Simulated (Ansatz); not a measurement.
# Zn: stress in a strained cell

Aim: deform Zn (equal xy, yz and zx engineering shear strains of -2 %) and compute stress, forces and field gradients with LAPW, PAW and all-electron datasets made for the crystal.

Method: DFT PBEsol, scalar-relativistic, in Ansatz 0.2.0.

**1. The starting structure**

The structure is hexagonal, space group P6_3/mmc (No. 194). Conventional cell: a = 2.665 Å, b = 2.665 Å, c = 4.947 Å, α = 90.00°, β = 90.00°, γ = 120.00°. Zn (site symmetry -6m2) has 12 Zn at 2.66 to 2.91 Å as nearest neighbours.

As a file:

```xyz
2
Lattice="2.6648 0.0000 0.0000 -1.3324 2.3078 0.0000 0.0000 0.0000 4.9467" Properties=species:S:1:pos:R:3 pbc="T T T"
Zn    0.0000    1.5385    1.2367
Zn    1.3324    0.7693    3.7100
```

Atoms are numbered in the order of the input: Zn1, Zn2.

**2. The deformed structure**

Space group P6_3/mmc before, P-1 after.

**3. Full-potential LAPW**

File input.yaml:

```yaml
crystal:
  lattice:
    - [2.6647980532, -0.0266479805, -0.0266479805]
    - [-1.3554768547, 2.3211068003, -0.0097538378]
    - [-0.049467, -0.049467, 4.9467]
  atoms:
    - { symbol: Zn, position: [0.3333333333, 0.6666666667, 0.25] }
    - { symbol: Zn, position: [0.6666666667, 0.3333333333, 0.75] }
kpoints:
  mp_grid: { grid: [18, 18, 8] }
  band_path:
    path:
      - [0.0, 0.0, 0.0]
      - [0.0, 0.0, 0.5]
      - [-0.5, 0.5, 0.0]
      - [0.0, 0.0, 0.0]
      - [0.0, -0.5, 0.0]
      - [-0.5, 0.0, 0.5]
      - [0.0, 0.0, 0.0]
      - [-0.5, 0.0, 0.0]
      - [0.0, -0.5, 0.5]
    npoints: 5
scf:
  occupations: { method: fermi_dirac, width: 0.03 }
hamiltonian:
  xc: pbesol
  pseudopotentials: { kind: all_electron, lapw: { basis_error: 0.00025 } }
output:
  forces: true
  stress: true
  eigenvalues: true
```

Started as:

```sh
> ansatz run input.yaml --threads 1 --pin off --max-ram 3072MiB --backend cpu --events-out ev --progress --plain --runs-dir out
```

**4. Frozen-core PAW**

File input.yaml:

```yaml
crystal:
  lattice:
    - [2.6647980532, -0.0266479805, -0.0266479805]
    - [-1.3554768547, 2.3211068003, -0.0097538378]
    - [-0.049467, -0.049467, 4.9467]
  atoms:
    - { symbol: Zn, position: [0.3333333333, 0.6666666667, 0.25] }
    - { symbol: Zn, position: [0.6666666667, 0.3333333333, 0.75] }
kpoints:
  mp_grid: { grid: [18, 18, 8] }
scf:
  occupations: { method: fermi_dirac, width: 0.03 }
hamiltonian:
  xc: pbesol
  pseudopotentials: { kind: paw }
output:
  forces: true
  stress: true
  eigenvalues: true
  efg: { contact_densities: true }
```

**5. Datasets made for this crystal**

input.yaml, as its differences from that of step 4:

```diff
@@ -14,3 +14,3 @@
   xc: pbesol
-  pseudopotentials: { kind: paw }
+  pseudopotentials: { kind: all_electron, datasets: crystal }
 output:
```

(Steps that only read results are left out.)

What does the calculation give? Wanted: pressure; largest shear or deviatoric stress.

**Answer**, as computed:

```
                                 quantity                                              value
                                 pressure  LAPW -5.27, PAW -5.28, crystal datasets -5.27 GPa
largest shear or deviatoric stress (LAPW)                                           1.33 GPa
```

The largest part of the stress beyond the pressure is 1.33 GPa in size, in the zz component; the atoms are carried along and not relaxed. No run of the undeformed cell stands beside it, so the pressure holds what the given cell had before the change. PAW: stress within 0.02 GPa of LAPW. Crystal datasets: stress within 0.01 GPa of LAPW.
